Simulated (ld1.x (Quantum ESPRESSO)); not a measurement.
# Boron: generating and testing an ultrasoft potential

Do these settings give a usable potential? It is generated, then checked for transferability, scattering, ghosts and hardness.

Method: ld1.x (Quantum ESPRESSO) 7.5, PBEsol, scalar-relativistic.

### Step 1. Starting point

The settings as typed:

```json
{
 "element": "boron (B, Z = 5)",
 "type": "ultrasoft",
 "frozen core": "[He]",
 "valence charge": "3",
 "reference configuration": "2s2 2p1",
 "partial waves": "2s (bound): rcut 0.95, rcutus 1.10 bohr; 2s channel at 0.95 Ry: rcut 0.95, rcutus 1.10 bohr; 2p (bound): rcut 2.50, rcutus 2.95 bohr; 2p channel at 1 Ry: rcut 2.50, rcutus 2.95 bohr; 3d channel at 0.3 Ry: rcut 2.25, rcutus 2.40 bohr",
 "local potential": "all-electron potential smoothed inside 1.55 bohr (lloc = -2)",
 "core correction": "not asked for",
 "augmentation charge": "built from norm-conserving waves at rcut, not smoothed further"
}
```

The outer shells as boxes (Hund's rule for the drawing; the calculation is spin-unpolarised):

```
[He] core
2s [↑↓]
2p [↑ ][  ][  ]
```

### Step 2. Generating the potential

File B.in:

```
 &input
   title='B', zed=5., rel=1, dft='PBESOL', iswitch=3,
   config='[He] 2s2 2p1 3d-2',
   nld=3, rlderiv=3.20, eminld=-3.0, emaxld=5.0, deld=0.02
 /
 &inputp
   pseudotype=3, tm=.true., lloc=-2, rcloc=1.55,
   nlcc=.false.,
   file_pseudopw='B.UPF', file_wfcaegen='ae.wfc', file_wfcncgen='nc.wfc', file_beta='beta', file_chi='chi', file_wfcusgen='us.wfc'
 /
5
2S  1  0   2.00   0.00  0.95  1.10  0.0
2S  1  0   0.00   0.95  0.95  1.10  0.0
2P  2  1   1.00   0.00  2.50  2.95  0.0
2P  2  1   0.00   1.00  2.50  2.95  0.0
3D  3  2  -2.00   0.30  2.25  2.40  0.0
 &test
   configts(1)='2s2 2p1'
 /
```

On the command line:

```console
$ ld1.x < B.in > B.out
```

What the program wrote to B.out (without the banner and most projector matrices):

```text
     Program LD1 v.7.5

     !!!!!!!!!!!!!!!!!!! WARNING !!!!!!!!!!!!!!!!!!!!!!!
     Message from routine ld1_readin:
     US requires at least two energies per channel 3D
     !!!!!!!!!!!!!!!!!!!!!!!!!!!!!!!!!!!!!!!!!!!!!!!!!!!
     --------------------------- All-electron run ----------------------------

     B
     scalar relativistic calculation

     atomic number is  5.00
     dft =PBESOL   lsd =0 sic =0 latt =0  beta=0.20 tr2=1.0E-14
     Exchange-correlation= PBESOL
                           (   1   4  10   8   0   0   0)
     mesh =1059 r(mesh) = 101.04461 a.u. xmin = -7.00 dx = 0.01250
     1 Ry =  13.60569312 eV, c = 137.03599908

     n l     nl                  e(Ry)          e(Ha)          e(eV)
     1 0     1S 1( 2.00)       -13.1966        -6.5983      -179.5488
     2 0     2S 1( 2.00)        -0.6880        -0.3440        -9.3611
     2 1     2P 1( 1.00)        -0.2613        -0.1307        -3.5553

     final scf error:  5.9E-15 reached in  38 iterations

     Etot =     -48.939619 Ry,     -24.469810 Ha,    -665.857443 eV

     Ekin =      48.734958 Ry,      24.367479 Ha,     663.072881 eV
     Encl =    -113.420501 Ry,     -56.710251 Ha,   -1543.164533 eV
     Eh   =      23.055873 Ry,      11.527936 Ha,     313.691127 eV
     Exc  =      -7.309949 Ry,      -3.654974 Ha,     -99.456918 eV

     normalization and overlap integrals

     s(1S/1S) =  1.000000  <r> =   0.3303  <r2> =    0.1482  r(max) =   0.2103
     s(2S/2S) =  1.000000  <r> =   1.9587  <r2> =    4.6280  r(max) =   1.5152
     s(2P/2P) =  1.000000  <r> =   2.3021  <r2> =    6.8779  r(max) =   1.5929

     ------------------------ End of All-electron run ------------------------

     --------------------- Generating US pseudopotential ---------------------

      Generating local potential from pseudized AE potential:
      Matching radius rcloc =   1.5500
      Enforcing V''(0)=0 (lloc=-2)

      Local pseudo, rcloc= 1.554 Estimated cut-off energy=    12.28 Ry

      Wfc   2S  rcut= 0.942  Using Troullier-Martins method
      Wfc-us  2S rcutus= 1.095  Estimated cut-off energy=    34.25 Ry

      Wfc   2S  rcut= 0.942  Using Troullier-Martins method
      Wfc-us  2S rcutus= 1.095  Estimated cut-off energy=    36.38 Ry

      Wfc   2P  rcut= 2.498  Using Troullier-Martins method
      Wfc-us  2P rcutus= 2.976  Estimated cut-off energy=     8.96 Ry

      Wfc   2P  rcut= 2.498  Using Troullier-Martins method
      Wfc-us  2P rcutus= 2.976  Estimated cut-off energy=    18.59 Ry

      Wfc   3D  rcut= 2.260  Using Troullier-Martins method
      Wfc-us  3D rcutus= 2.376  Estimated cut-off energy=    18.32 Ry

     ------------------- End of pseudopotential generation -------------------

     [... the all-electron block is printed once more ...]


     Computing logarithmic derivative in   3.18780
     Computing logarithmic derivative in   3.18780
     Computing the partial wave expansion
     R is outside the sphere for l=    0 j= 0.00
     R is outside the sphere for l=    0 j= 0.00
     R is outside the sphere for l=    1 j= 0.00
     R is outside the sphere for l=    1 j= 0.00
     R is outside the sphere for l=    2 j= 0.00

     ---------------------- Testing the pseudopotential ----------------------

     B
     scalar relativistic calculation

     atomic number is  5.00   valence charge is  3.00
     dft =PBESOL   lsd =0 sic =0 latt =0  beta=0.20 tr2=1.0E-14
     mesh =1059 r(mesh) = 101.04461 xmin = -7.00 dx = 0.01250

     n l     nl             e AE (Ry)        e PS (Ry)    De AE-PS (Ry)
     1 0     2S   1( 2.00)       -0.68803       -0.68803        0.00000
     2 1     2P   1( 1.00)       -0.26131       -0.26131        0.00000

     eps = 1.3E-15  iter =  3

     Etot =     -48.939619 Ry,     -24.469810 Ha,    -665.857443 eV
     Etotps =    -5.140302 Ry,      -2.570151 Ha,     -69.937366 eV

     Ekin =       1.861040 Ry,       0.930520 Ha,      25.320738 eV
     Encl =     -10.131079 Ry,      -5.065540 Ha,    -137.840357 eV
     Ehrt =       3.968897 Ry,       1.984448 Ha,      53.999590 eV
     Ecxc =      -1.564123 Ry,      -0.782061 Ha,     -21.280975 eV
     Epseu=       0.724964 Ry,       0.362482 Ha,       9.863638 eV

     ---------------------- End of pseudopotential test ----------------------
```

Run time: 1.1 s. Hardware: 1 thread of Neoverse-V1, shared host. (Generation and the later configuration tests together.)

All-electron and pseudo partial waves u(r) = r·R(r), from the program's wave files:

```
r (bohr)    2s AE   2s PS   2p AE   2p PS
   0.148  -0.3028  0.0386  0.0530  0.0090
   0.295  -0.2234  0.0921  0.1543  0.0349
   0.443  -0.0275  0.1708  0.2621  0.0765
   0.590   0.1791  0.2735  0.3585  0.1303
   0.738   0.3603  0.3921  0.4396  0.1935
   0.885   0.5030  0.5089  0.5048  0.2610
   1.033   0.6082  0.6083  0.5550  0.3297
   1.180   0.6776  0.6776  0.5902  0.3945
   1.328   0.7175  0.7175  0.6125  0.4527
   1.475   0.7332  0.7332  0.6237  0.5008
   1.623   0.7304  0.7304  0.6258  0.5377
   1.770   0.7137  0.7137  0.6205  0.5620
   1.918   0.6869  0.6869  0.6095  0.5743
   2.065   0.6535  0.6535  0.5941  0.5753
   2.213   0.6156  0.6156  0.5752  0.5670
   2.360   0.5755  0.5755  0.5541  0.5514
   2.508   0.5343  0.5343  0.5311  0.5308
   2.655   0.4936  0.4936  0.5072  0.5074
   2.802   0.4538  0.4538  0.4828  0.4829
   2.950   0.4152  0.4152  0.4580  0.4580
   3.098   0.3787  0.3787  0.4335  0.4335
   3.245   0.3445  0.3445  0.4095  0.4095
   3.393   0.3124  0.3124  0.3859  0.3859
   3.540   0.2828  0.2828  0.3633  0.3633
   3.688   0.2554  0.2554  0.3414  0.3414
   3.835   0.2304  0.2304  0.3206  0.3206
```

### Step 3. Transferability test

File B.test.in:

```
 &input
   title='B', zed=5., rel=1, dft='PBESOL', iswitch=2,
   config='[He] 2s2 2p1 3d-2'
 /
 &test
   file_pseudo='B.UPF', nconf=8,
   configts(1)='2s2 2p1',
   configts(2)='2s2 2p0',
   configts(3)='2s1 2p0',
   configts(4)='2s2 2p0.5',
   configts(5)='2s1 2p1',
   configts(6)='2s0 2p3',
   configts(7)='2s1 2p2',
   configts(8)='2s2 2p1.3'
 /
```

On the command line:

```console
$ ld1.x < B.test.in > B.test.out
```

B.test.out, the pseudopotential blocks:

```text
     ---------------------- Testing the pseudopotential ----------------------

     B
     scalar relativistic calculation

     atomic number is  5.00   valence charge is  3.00
     dft =PBESOL   lsd =0 sic =0 latt =0  beta=0.20 tr2=1.0E-14
     mesh =1059 r(mesh) = 101.04461 xmin = -7.00 dx = 0.01250

     n l     nl             e AE (Ry)        e PS (Ry)    De AE-PS (Ry)
     1 0     2S   1( 2.00)       -0.68803       -0.68803        0.00000
     2 1     2P   1( 1.00)       -0.26131       -0.26131        0.00000

     eps = 7.8E-16  iter =  3

     Etot =     -48.939619 Ry,     -24.469810 Ha,    -665.857443 eV
     Etotps =    -5.140302 Ry,      -2.570151 Ha,     -69.937366 eV

     Ekin =       1.861040 Ry,       0.930520 Ha,      25.320738 eV
     Encl =     -10.131079 Ry,      -5.065540 Ha,    -137.840357 eV
     Ehrt =       3.968897 Ry,       1.984448 Ha,      53.999590 eV
     Ecxc =      -1.564123 Ry,      -0.782061 Ha,     -21.280975 eV
     Epseu=       0.724964 Ry,       0.362482 Ha,       9.863638 eV

     ---------------------- End of pseudopotential test ----------------------

     ---------------------- Testing the pseudopotential ----------------------

     B
     [...]
     n l     nl             e AE (Ry)        e PS (Ry)    De AE-PS (Ry)
     1 0     2S   1( 2.00)       -1.42426       -1.41939       -0.00487
     2 1     2P   1( 0.00)       -0.97362       -0.95425       -0.01938  !

     eps = 4.7E-16  iter =  9

     Etot =     -48.341382 Ry,     -24.170691 Ha,    -657.718009 eV
     Etotps =    -4.545104 Ry,      -2.272552 Ha,     -61.839288 eV
     dEtot_ae =       0.598237 Ry
     dEtot_ps =       0.595198 Ry,   Delta E=       0.003040 Ry

     [...]
     ---------------------- End of pseudopotential test ----------------------

     ---------------------- Testing the pseudopotential ----------------------

     B
     [...]
     n l     nl             e AE (Ry)        e PS (Ry)    De AE-PS (Ry)
     1 0     2S   1( 1.00)       -2.29896       -2.28707       -0.01188  !
     2 1     2P   1( 0.00)       -1.85728       -1.77816       -0.07912  !

     eps = 4.8E-15  iter = 10

     Etot =     -46.484682 Ry,     -23.242341 Ha,    -632.456312 eV
     Etotps =    -2.696231 Ry,      -1.348116 Ha,     -36.684093 eV
     dEtot_ae =       2.454938 Ry
     dEtot_ps =       2.444071 Ry,   Delta E=       0.010867 Ry

     [...]
     ---------------------- End of pseudopotential test ----------------------

     ---------------------- Testing the pseudopotential ----------------------

     B
     [...]
     n l     nl             e AE (Ry)        e PS (Ry)    De AE-PS (Ry)
     1 0     2S   1( 2.00)       -1.03096       -1.03505        0.00410
     2 1     2P   1( 0.50)       -0.58868       -0.58900        0.00031

     eps = 1.9E-15  iter = 13

     Etot =     -48.729751 Ry,     -24.364876 Ha,    -663.002041 eV
     Etotps =    -4.929805 Ry,      -2.464902 Ha,     -67.073414 eV
     dEtot_ae =       0.209868 Ry
     dEtot_ps =       0.210497 Ry,   Delta E=      -0.000628 Ry

     [...]
     ---------------------- End of pseudopotential test ----------------------

     ---------------------- Testing the pseudopotential ----------------------

     B
     [...]
     n l     nl             e AE (Ry)        e PS (Ry)    De AE-PS (Ry)
     1 0     2S   1( 1.00)       -1.43189       -1.45858        0.02669  !
     2 1     2P   1( 1.00)       -0.98226       -0.99273        0.01047  !

     eps = 9.8E-15  iter = 10

     Etot =     -47.891210 Ry,     -23.945605 Ha,    -651.593113 eV
     Etotps =    -4.079681 Ry,      -2.039841 Ha,     -55.506893 eV
     dEtot_ae =       1.048409 Ry
     dEtot_ps =       1.060620 Ry,   Delta E=      -0.012211 Ry

     [...]
     ---------------------- End of pseudopotential test ----------------------

     ---------------------- Testing the pseudopotential ----------------------

     B
     [...]
     n l     nl             e AE (Ry)        e PS (Ry)    De AE-PS (Ry)
     1 0     2S   1( 0.00)       -0.75347       -0.76493        0.01146  !
     2 1     2P   1( 3.00)       -0.32404       -0.33496        0.01093  !

     eps = 2.7E-15  iter = 12

     Etot =     -48.082880 Ry,     -24.041440 Ha,    -654.200912 eV
     Etotps =    -4.282699 Ry,      -2.141350 Ha,     -58.269095 eV
     dEtot_ae =       0.856739 Ry
     dEtot_ps =       0.857602 Ry,   Delta E=      -0.000863 Ry

     [...]
     ---------------------- End of pseudopotential test ----------------------

     ---------------------- Testing the pseudopotential ----------------------

     B
     [...]
     n l     nl             e AE (Ry)        e PS (Ry)    De AE-PS (Ry)
     1 0     2S   1( 1.00)       -0.72373       -0.72913        0.00540  !
     2 1     2P   1( 2.00)       -0.29522       -0.29963        0.00441

     eps = 1.2E-16  iter = 14

     Etot =     -48.511915 Ry,     -24.255957 Ha,    -660.038223 eV
     Etotps =    -4.712122 Ry,      -2.356061 Ha,     -64.111687 eV
     dEtot_ae =       0.427705 Ry
     dEtot_ps =       0.428180 Ry,   Delta E=      -0.000475 Ry

     [...]
     ---------------------- End of pseudopotential test ----------------------

     ---------------------- Testing the pseudopotential ----------------------

     B
     [...]
     n l     nl             e AE (Ry)        e PS (Ry)    De AE-PS (Ry)
     1 0     2S   1( 2.00)       -0.51340       -0.50946       -0.00394
     2 1     2P   1( 1.30)       -0.09855       -0.09520       -0.00335

     eps = 2.0E-15  iter =  9

     Etot =     -48.992867 Ry,     -24.496434 Ha,    -666.581914 eV
     Etotps =    -5.193033 Ry,      -2.596516 Ha,     -70.654807 eV
     dEtot_ae =      -0.053248 Ry
     dEtot_ps =      -0.052731 Ry,   Delta E=      -0.000517 Ry

     [...]
     ---------------------- End of pseudopotential test ----------------------
```

Energies count from the reference configuration 2s2 2p1; the error is all-electron less pseudo.

| valence configuration | charge | ΔE all-electron (eV) | error AE − PS (meV) |
| --- | --- | --- | --- |
| 2s2 2p0 | +1 | 8.139 | +41 |
| 2s1 2p0 | +2 | 33.401 | +148 |
| 2s2 2p0.5 | +0.5 | 2.855 | -8.5 |
| 2s1 2p1 | +1 | 14.264 | -166 |
| 2s0 2p3 | 0 | 11.657 | -12 |
| 2s1 2p2 | 0 | 5.819 | -6.5 |
| 2s2 2p1.3 | -0.3 | -0.724 | -7.0 |

### Step 4. Logarithmic derivatives

Taken from the files of the generation run. The phase is arctan(r·u′/u) with u = r·R, unwrapped, with energies in Ry. A pole is an energy at which the radial function vanishes at the test radius. The pseudo phase is shifted by a multiple of π to meet the all-electron one at the reference energy. Levels narrower than the energy grid can be missing from the poles. The last column is the largest difference on the grid between −1 and +1 Ry.

| channel | radius (bohr) | reference (Ry) | poles AE | poles PS | window around the reference with phases within 0.05 rad (Ry) | largest difference near zero (rad) |
| --- | --- | --- | --- | --- | --- | --- |
| s | 3.19 | -0.69 | -0.44, 3.26 | -0.44, 3.27 | the whole range | 0.000 |
| p | 3.19 | -0.26 | 0.04, 3.15 | 0.13, 1.18 | -0.4 to 0.0 | 0.284 |
| d | 3.19 | 0.30 | 2.05 | 2.08 | below 3.2 | 0.003 |

Phases (rad) along the scan:

```
E (Ry)    p AE    p PS    s AE    s PS
 -3.00   1.383   1.391   1.373   1.373
 -2.52   1.364   1.375   1.349   1.349
 -2.04   1.337   1.353   1.313   1.313
 -1.56   1.295   1.319   1.245   1.245
 -1.08   1.213   1.251   1.002   1.002
 -0.60   0.910   0.982  -1.374  -1.374
 -0.12  -1.367  -1.342  -1.738  -1.738
  0.36  -1.758  -1.650  -1.914  -1.914
  0.84  -2.026  -1.741  -2.279  -2.279
  1.32  -2.999  -4.916  -3.602  -3.602
  1.80  -4.271  -4.993  -4.359  -4.358
  2.28  -4.547  -5.078  -4.559  -4.558
  2.76  -4.656  -5.206  -4.651  -4.651
  3.24  -4.724  -5.436  -4.710  -4.710
  3.72  -4.783  -5.905  -4.759  -4.758
  4.20  -4.851  -6.629  -4.808  -4.807
  4.68  -4.964  -7.142  -4.873  -4.870
```

### Step 5. Cutoff and ghost test in a Bessel basis

A separate test, outside the generator: the pseudo-atom's Hamiltonian at the reference potential is diagonalised in spherical Bessel functions j_l(qr) that vanish at 20 bohr, with q² up to the cutoff.

Even at 400 Ry an occupied level stays 209 mRy from its reference, so no cutoffs are read; the levels have long settled, so the basis size isn't the cause: the level found isn't the valence state, or the test fails for this file. The ghost test is not conclusive.

### Step 6. Outcome

| quantity | value |
| --- | --- |
| cutoffs | not determined |
| bound ghosts | not determined |
| largest test error (AE − PS) | -166 meV, for 2s1 2p1 |
| largest phase difference near zero energy, channels read | 0.284 rad |
| lowest eigenvalue of the overlap (Bessel basis) | 0.106 (p) |

By total energies transferability is poor: the largest error is 166 meV on 14.3 eV, for 2s1 2p1. Even at 400 Ry an occupied level stays 209 mRy from its reference, so no cutoffs are read; the levels have long settled, so the basis size isn't the cause: the level found isn't the valence state, or the test fails for this file. Ghosts could not be judged. Of the channels read, p scatters worst near zero energy, by up to 0.28 rad. In the p channel the atom's pole at 3.15 Ry sits lower, at 1.18 Ry, in the pseudo curve.
